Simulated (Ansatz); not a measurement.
# H4CO: the cost of one run

Program: Ansatz 0.2.0. Level of theory: DFT PBE+D3(BJ), plane waves, PAW, scalar-relativistic, no spin polarisation. These are calculated values, not measurements.

### Step 1. The structure to begin with

The cell holds 36 atoms (C6H24O6): a = 8.055 Å, b = 8.055 Å, c = 8.055 Å, α = 90.00°, β = 90.00°, γ = 90.00°.

The coordinates stand in the first input below.

### Step 2. Relaxing the start

input.yaml

```yaml
accuracy: low
crystal:
  lattice:
    - [8.054832, 0.0, 0.0]
    - [0.0, 8.054832, 0.0]
    - [0.0, 0.0, 8.054832]
  atoms:
    - { symbol: C, position: [0.8739105, 1.0004877, 0.392243] }
    - { symbol: O, position: [0.77288, 0.9289248, 0.5182556] }
    - { symbol: H, position: [0.7941727, 1.0852555, 0.3233007] }
    - { symbol: H, position: [0.8420613, 0.8529129, 0.5810111] }
    - { symbol: H, position: [0.9781524, 1.0713871, 0.4436828] }
    - { symbol: H, position: [0.9226639, 0.9071521, 0.3059254] }
    - { symbol: C, position: [0.1750096, 0.4082278, 0.8110313] }
    - { symbol: O, position: [0.2023566, 0.5510937, 0.9112763] }
    - { symbol: H, position: [0.0571495, 0.4282995, 0.747763] }
    - { symbol: H, position: [0.3070481, 0.5352976, 0.9686548] }
    - { symbol: H, position: [0.2722105, 0.3916455, 0.717137] }
    - { symbol: H, position: [0.1655314, 0.2942945, 0.8849808] }
    - { symbol: C, position: [0.871078, 0.4147308, 0.4252843] }
    - { symbol: O, position: [0.7827757, 0.346637, 0.2882677] }
    - { symbol: H, position: [0.8280337, 0.3482576, 0.534944] }
    - { symbol: H, position: [0.8196561, 0.4045321, 0.1893228] }
    - { symbol: H, position: [1.0056017, 0.39698, 0.4139959] }
    - { symbol: H, position: [0.8455965, 0.5473887, 0.4423641] }
    - { symbol: C, position: [0.4252957, 0.8497735, 0.7043079] }
    - { symbol: O, position: [0.579238, 0.8347818, 0.7896578] }
    - { symbol: H, position: [0.4465741, 0.8029009, 0.5792202] }
    - { symbol: H, position: [0.5625265, 0.8760608, 0.9015456] }
    - { symbol: H, position: [0.3267795, 0.7756401, 0.7620829] }
    - { symbol: H, position: [0.3835011, 0.9790596, 0.6955069] }
    - { symbol: C, position: [0.4754156, 0.6935145, 0.2258859] }
    - { symbol: O, position: [0.3561359, 0.5862341, 0.2998512] }
    - { symbol: H, position: [0.5928693, 0.6681934, 0.2880165] }
    - { symbol: H, position: [0.2505371, 0.6071667, 0.2458805] }
    - { symbol: H, position: [0.4908863, 0.6695615, 0.0927467] }
    - { symbol: H, position: [0.4446225, 0.8249652, 0.2435397] }
    - { symbol: C, position: [0.8997265, 0.6349709, 0.0262418] }
    - { symbol: O, position: [0.7641129, 0.535545, -0.0278972] }
    - { symbol: H, position: [0.8457908, 0.7476185, 0.0781859] }
    - { symbol: H, position: [0.8099811, 0.4344735, -0.0746176] }
    - { symbol: H, position: [0.9733154, 0.5736632, 0.1230157] }
    - { symbol: H, position: [0.9823321, 0.6698527, -0.0762215] }
basis:
  ecutwfc: 420.0
kpoints:
  mp_grid: { grid: [1, 1, 1] }
hamiltonian:
  xc: pbe
  dispersion: d3bj
scf:
  occupations: { method: fermi_dirac, width: 0.02 }
  lower_state_search: "off"
relax:
  f_tol: 0.3
  max_steps: 15
  adjacent_minimum: "off"
```

Started as:

```
ansatz run input.yaml --threads 1 --pin off --max-ram 3072MiB --backend cpu --events-out ev --progress --plain --runs-dir out
```

Q: Estimate wall time and peak memory on 1 thread of Intel Xeon Platinum 8488C (Sapphire Rapids), shared host.

About 31 s, with a peak of 0.53 GiB.
